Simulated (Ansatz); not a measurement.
# C2H6S2Si: the cost of one run

All numbers are computed with Ansatz 0.2.0 through its Python package. Level of theory: PBE0/cc-pVDZ.

**1. Starting point**

Bond lengths: Si1–S2 2.089 Å, S2–C3 1.741 Å, C3–C4 1.427 Å, C4–S5 1.741 Å, Si1–H6 1.501 Å, Si1–H7 1.528 Å, Si1–H8 1.449 Å, C3–H9 1.026 Å, C4–H10 1.049 Å, S5–H11 1.331 Å. Angles: Si1–S2–C3 104.5°, S2–Si1–H6 112.0°, S2–Si1–H7 108.7°, S2–Si1–H8 110.8°, H6–Si1–H7 106.6°, H6–Si1–H8 110.9°, H7–Si1–H8 107.5°, S2–C3–C4 117.6°, S2–C3–H9 118.8°, C4–C3–H9 123.6°, C3–C4–S5 117.2°, C3–C4–H10 119.9°, S5–C4–H10 122.7°, C4–S5–H11 94.5°.

The script holds or builds the structure itself.

**2. The script**

c2h6s2si.py reads:

```python
'''Rigid torsion scan of C2H6S2Si.'''

import ansatz
from ase import Atoms

BASIS_SET = 'cc-pVDZ'
FUNCTIONAL = 'pbe0'
FORCE_TOL = 0.02

atoms = Atoms(['Si', 'S', 'C', 'C', 'S', 'H', 'H', 'H', 'H', 'H', 'H'], positions=[
    (-1.8071, 0.9243, 1.4537),
    (0.1734, 0.2809, 1.2833),
    (0.3278, -0.2184, -0.3772),
    (1.6009, -0.6975, -0.8084),
    (1.7339, -1.2241, -2.4629),
    (-2.1148, 1.4424, 2.8283),
    (-2.0303, 2.0875, 0.4883),
    (-2.7256, -0.1333, 1.0826),
    (-0.4815, -0.119, -0.9996),
    (2.3838, -0.7974, -0.1167),
    (3.0049, -1.6024, -2.3508),
])

# relax first, so that the scan starts from a minimum
first = (
    ansatz.Crystal.molecule_from_ase(atoms).calculation()
    .basis(gaussian=BASIS_SET)  # atom-centred Gaussian functions
    .functional(FUNCTIONAL)
    .relax(force_tolerance=FORCE_TOL, max_steps=80)  # relax until the tolerances are met
)
atoms.positions = first.run().report['positions_ang']

start = atoms.get_dihedral(2, 3, 4, 10)
energies = {}
for turn in range(0, 360, 30):
    turned = atoms.copy()
    turned.set_dihedral(2, 3, 4, 10, start + turn, indices=[4, 10])
    base = (
        ansatz.Crystal.molecule_from_ase(turned).calculation()
        .basis(gaussian=BASIS_SET)  # the orbital basis, by name
        .functional(FUNCTIONAL)
    )
    energies[round((start + turn) % 360)] = base.run().report['free_energy_ev']
floor = min(energies.values())
print('dihedral C2-C3-S4-H10 (deg)   E - E(min) (kcal/mol)')
for angle, e in sorted(energies.items()):
    print(f'{angle:8d} {23.060548 * (e - floor):14.3f}  ' + '#' * int(30 * (e - floor) / max(max(energies.values()) - floor, 1e-9)))
```

**3. What the engine is handed**

The engine receives this input (first run):

```yaml
crystal:
  periodic: [false, false, false]
  atoms:
    - { symbol: Si, position_ang: [-1.8071, 0.9243, 1.4537] }
    - { symbol: S, position_ang: [0.1734, 0.2809, 1.2833] }
    - { symbol: C, position_ang: [0.3278, -0.2184, -0.3772] }
    - { symbol: C, position_ang: [1.6009, -0.6975, -0.8084] }
    - { symbol: S, position_ang: [1.7339, -1.2241, -2.4629] }
    - { symbol: H, position_ang: [-2.1148, 1.4424, 2.8283] }
    - { symbol: H, position_ang: [-2.0303, 2.0875, 0.4883] }
    - { symbol: H, position_ang: [-2.7256, -0.1333, 1.0826] }
    - { symbol: H, position_ang: [-0.4815, -0.119, -0.9996] }
    - { symbol: H, position_ang: [2.3838, -0.7974, -0.1167] }
    - { symbol: H, position_ang: [3.0049, -1.6024, -2.3508] }
basis:
  gaussian:
    orbitals: cc-pVDZ
hamiltonian:
  xc: pbe0
relax:
  f_tol: 0.02
  max_steps: 80
```

**4. Running it**

Run with:

```bash
$ python c2h6s2si.py
```

What time and memory should one allow on 1 thread of Arm Neoverse V1, shared host?

About 7.5 min, with a peak of 0.35 GiB.
